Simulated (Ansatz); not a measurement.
# SrCa, space group P-6m2: a comparison of functionals at one structure

Computed with the Ansatz DFT code, driven from Python.

`srca.xyz`
```text
2
Lattice="4.12833774 0.0 0.0 -2.06416887 3.57524536 0.0 0.0 0.0 6.78874508" Properties=species:S:1:pos:R:3 pbc="T T T"
Sr    2.06416889    1.19174844    3.39437254
Ca    0.00000000    0.00000000    0.00000000
```

Script `xc.py`:
```python
"""One structure of SrCa under several functionals."""

import logging
import sys
import warnings

import ansatz as az

logging.basicConfig(stream=sys.stdout, format="[%(levelname)s] %(message)s")
log = logging.getLogger("srca")
log.setLevel(logging.INFO)

warnings.simplefilter("ignore", az.DeckWarning)

crystal = az.Crystal.from_extxyz("srca.xyz")

base = (
    crystal.calculation()
    .pseudopotentials("paw")
    .kpoints(8, 8, 5)  # the mesh must be finer for metals
    .occupations("fermi_dirac", width=0.15)  # the run then minimises F = E - TS
    .stress()  # positive in compression
)

rows = []
for value in ["lda", "blyp", "pbesol"]:
    r = base.functional(value).run(threads=1).report
    rows.append((value, r["free_energy_ev"] / len(r["lattice"]["sites"]), r["n_iterations"], sum(r["stress_gpa"][i][i] for i in range(3)) / 3, r["n_kpoints"]))

log.info("  functional   F/atom (eV)    iterations       P (GPa)      k-points")
for row in rows:
    log.info(f"{str(row[0]):>12s}  {row[1]:12.5f}  {row[2]:12d}  {row[3]:12.3f}  {row[4]:12d}")
```

Running `python xc.py` prints:
```text
[INFO]   functional   F/atom (eV)    iterations       P (GPa)      k-points
[INFO]          lda   -2608.44106             7        -1.786            30
[INFO]         blyp   -2689.63733             7        -0.107            30
[INFO]       pbesol   -2642.98408             7        -0.978            30
```

From lowest to highest: LDA (-1.8 GPa), PBEsol (-1.0 GPa) and BLYP (-0.1 GPa). At a fixed cell a lower pressure usually means a smaller equilibrium volume, so LDA prefers the smallest cell and BLYP the largest.

What to keep in mind:
- BLYP can be off by several per cent in the lattices of metals, and by several GPa in the pressure at a fixed cell.
- The smearing is wide enough that free energy and stress hold a thermal part of the electrons.
- Pressure is positive in compression.
- This cell is a computed structure, which may not be the phase found in nature.
- Total energies of different functionals can't be compared; pressures, moments and gaps at this one structure can.
- Run time: 14 s on 1 thread of Arm Neoverse V2 (shared host), peak memory 0.42 GiB.
